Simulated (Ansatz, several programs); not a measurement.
Cu2ZnSnS4 (kesterite), relaxed with r2SCAN in Ansatz (plane waves, PAW): it is tetragonal, I-4 (No. 82); conventional cell a = 5.414 Å, c = 10.823 Å, 19.83 Å³ an atom. Cu is surrounded by 4 S at 2.30 Å; Zn is surrounded by 4 S at 2.34 Å; Sn is surrounded by 4 S at 2.44 Å; S is surrounded by 2 Cu at 2.30 Å and 1 Zn at 2.34 Å and 1 Sn at 2.44 Å. The cell was then scaled with its shape and fractional coordinates held, which makes it stiffer than a relaxed compression. No spin polarisation and no zero-point or thermal motion; the cell was built from a prototype and may be hypothetical.

```tsv
V (Å³/atom)	E (meV/atom)
18.637	19.93
19.232	4.67
19.826	0.00
21.016	15.92
```

(1) Pass a cubic E = c₀ + c₁u + c₂u² + c₃u³, with u = V − 19.678 Å³, through these points.

(2) Where is the minimum, and what bulk modulus follows?

(3) Predict the energy and the pressure at the withheld volume, 20.421 Å³.

## Answers

(1) c₀ = 0.26, c₁ = -3.718, c₂ = 13.240, c₃ = -1.2830 (meV and Å³).

(2) dE/du = 0 at u = +0.143, so V₀ = 19.82 Å³. B = V₀ d²E/dV² = 19.82 × (2c₂ + 6c₃u) = 19.82 × 25.377 = 503 meV/Å³, and 1 meV/Å³ is 0.16022 GPa: 81 GPa. A third-order Birch-Murnaghan fit to all five points gives 19.82 Å³ and 80 GPa.

(3) With u = +0.743: E ≈ 4.28 meV and P = −dE/dV ≈ -2.22 GPa. The run gives 4.22 meV and, from its stress, -2.20 GPa.
